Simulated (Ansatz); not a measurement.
**Ta: response to strain**

Aim: deform Ta (equal xy, yz and zx engineering shear strains of +2 %) and compute stress, forces and field gradients with LAPW, PAW and all-electron datasets made for the crystal.

Computed with Ansatz 0.2.0 (DFT PBEsol, scalar-relativistic, unless a step's input says otherwise).

## (1) The system as given

It takes space group Fm-3m (No. 225, cubic). The conventional cell has a = 4.220 Å, b = 4.220 Å, c = 4.220 Å, α = 90.00°, β = 90.00°, γ = 90.00°. Ta (site symmetry m-3m) is surrounded by 12 Ta at 2.98 Å.

As a file:

```
CELL_PARAMETERS angstrom
0.00000 2.11000 2.11000
2.11000 0.00000 2.11000
2.11000 2.11000 0.00000
ATOMIC_POSITIONS crystal
Ta 0.00000 0.00000 0.00000
```

## (2) The deformed structure

Space group Fm-3m before, R-3m after.

## (3) LAPW, all electrons

The input, input.yaml:

```yaml
crystal:
  lattice:
    - [0.0422, 2.1311, 2.1311]
    - [2.1311, 0.0422, 2.1311]
    - [2.1311, 2.1311, 0.0422]
  atoms:
    - { symbol: Ta, position: [0.0, 0.0, 0.0] }
kpoints:
  mp_grid: { grid: [15, 15, 15] }
  band_path:
    path:
      - [0.0, 0.0, 0.0]
      - [0.5, 0.5, 0.5]
      - [0.2451701269, 0.5, 0.7548298731]
      - [-0.2451701269, 0.2451701269, 0.5]
      - [0.0, 0.0, 0.5]
      - [0.0, 0.0, 0.0]
      - [-0.3725850634, 0.0, 0.3725850634]
      - [0.0, 0.3725850634, 0.6274149366]
      - [0.0, 0.5, 0.5]
    npoints: 5
scf:
  occupations: { method: fermi_dirac, width: 0.08 }
hamiltonian:
  xc: pbesol
  pseudopotentials: { kind: all_electron, lapw: { basis_error: 0.0005 } }
output:
  forces: true
  stress: true
  eigenvalues: true
```

On the command line:

```
ansatz run input.yaml --threads 1 --pin off --max-ram 3072MiB --backend cpu --events-out ev --progress --plain --runs-dir out
```

## (4) Frozen-core PAW

The input, input.yaml:

```yaml
crystal:
  lattice:
    - [0.0422, 2.1311, 2.1311]
    - [2.1311, 0.0422, 2.1311]
    - [2.1311, 2.1311, 0.0422]
  atoms:
    - { symbol: Ta, position: [0.0, 0.0, 0.0] }
kpoints:
  mp_grid: { grid: [15, 15, 15] }
scf:
  occupations: { method: fermi_dirac, width: 0.08 }
hamiltonian:
  xc: pbesol
  pseudopotentials: { kind: paw }
output:
  forces: true
  stress: true
  eigenvalues: true
  efg: { contact_densities: true }
```

## (5) Datasets made for this crystal

input.yaml: that of step 4 with these lines changed.

```diff
@@ -13,3 +13,3 @@
   xc: pbesol
-  pseudopotentials: { kind: paw }
+  pseudopotentials: { kind: all_electron, datasets: crystal }
 output:
```

(Steps that only read results are left out.)

Before running it: what results should come out? Wanted: pressure; largest shear or deviatoric stress.

**Answer**, as computed:

| quantity | value |
| --- | --- |
| pressure | LAPW -5.84, PAW -5.84, crystal datasets -5.84 GPa |
| largest shear or deviatoric stress (LAPW) | 0.57 GPa |

**Reading.** The largest part of the stress beyond the pressure is 0.57 GPa in size. No run of the undeformed cell stands beside it, so the pressure holds what the given cell had before the change. PAW: stress within 0.02 GPa of LAPW. Crystal datasets: stress within 0.01 GPa of LAPW. Spin-orbit coupling is left out, though the cell holds Ta; in elements this heavy it can shift bands and gaps by tenths of an eV.
